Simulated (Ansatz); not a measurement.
**CH3F3OSn: small, medium and large basis sets**

The task here is to estimate one member of a computed series from the others.

The runs use Ansatz 0.2.0, Gaussian basis; one geometry, several basis sets.

The runs, in order: PBE0-D4/def2-SVP; ωB97M-V/def2-SVP; PBE0-D4/def2-QZVPP; ωB97M-V/def2-QZVPP; the functionals' def2-TZVPP values are taken from earlier runs.

## Structure used throughout

All runs share one geometry, relaxed beforehand with PBE0-D4 in a triple-zeta def2 set. Sn takes the def2 core potential; no spin-orbit term is included.

SMILES `FC(F)(F)[O][SnH3]`, 9 atoms, charge 0, spin multiplicity 1.

Atoms are counted from 1 here; the program's logs count them from 0.

Bond lengths: F1–C2 1.333 Å, C2–F3 1.361 Å, C2–F4 1.348 Å, C2–O5 1.309 Å, O5–Sn6 2.012 Å, Sn6–H7 1.696 Å, Sn6–H8 1.696 Å, Sn6–H9 1.694 Å. Angles: F1–C2–F3 107.0°, F1–C2–F4 107.0°, F1–C2–O5 111.4°, F3–C2–F4 105.5°, F3–C2–O5 112.6°, F4–C2–O5 113.0°, C2–O5–Sn6 121.9°, O5–Sn6–H7 105.4°, O5–Sn6–H8 106.2°, O5–Sn6–H9 100.0°, H7–Sn6–H8 114.4°, H7–Sn6–H9 114.2°, H8–Sn6–H9 114.7°.

Coordinates:

```xyz
9
charge 0, multiplicity 1
F     2.1558    0.0825   -1.4963
C     1.0017   -0.3102   -0.9575
F     0.0129    0.0824   -1.8062
F     0.9899   -1.6581   -0.9891
O     0.8493    0.1740    0.2488
Sn   -0.9648    0.3616    1.0994
H    -1.6224    1.7827    0.4474
H    -1.8199   -1.0503    0.7085
H    -0.5139    0.4892    2.7278
```

Set-up of the first run:

File in.yaml:

```yaml
crystal:
  periodic: [false, false, false]
  atoms:
    - {symbol: F, position_ang: [2.155813, 0.082451, -1.496331]}
    - {symbol: C, position_ang: [1.001705, -0.310176, -0.957501]}
    - {symbol: F, position_ang: [0.012931, 0.082428, -1.806221]}
    - {symbol: F, position_ang: [0.989853, -1.658148, -0.989095]}
    - {symbol: O, position_ang: [0.849307, 0.173958, 0.248847]}
    - {symbol: Sn, position_ang: [-0.964779, 0.361573, 1.099421]}
    - {symbol: H, position_ang: [-1.622399, 1.782743, 0.447393]}
    - {symbol: H, position_ang: [-1.819896, -1.050280, 0.708471]}
    - {symbol: H, position_ang: [-0.513936, 0.489153, 2.727815]}
basis:
  gaussian: {orbitals: def2-SVP}
hamiltonian: {xc: pbe0, dispersion: d4}
output: {orbitals: {seedname: orbitals}}
```

Among the steps run: PBE0-D4 in def2-SVP; ωB97M-V in def2-SVP; PBE0-D4 in def2-QZVPP; ωB97M-V in def2-QZVPP.

One table of the session follows, with a row left open; its other results are not shown here.

It belongs to the step «Density functionals: the series». 

```
functional       basis  HOMO (eV)
   PBE0-D4    def2-SVP      -9.25
   PBE0-D4  def2-TZVPP      -9.37
   PBE0-D4  def2-QZVPP      -9.39
   ωB97M-V    def2-SVP     -11.54
   ωB97M-V  def2-TZVPP          ?
   ωB97M-V  def2-QZVPP     -11.71
```

Estimate the missing values for ωB97M-V, def2-TZVPP.

**Answer.** HOMO (eV): -11.68. In the column «HOMO (eV)» it lies between ωB97M-V, def2-QZVPP (-11.71) and ωB97M-V, def2-SVP (-11.54).
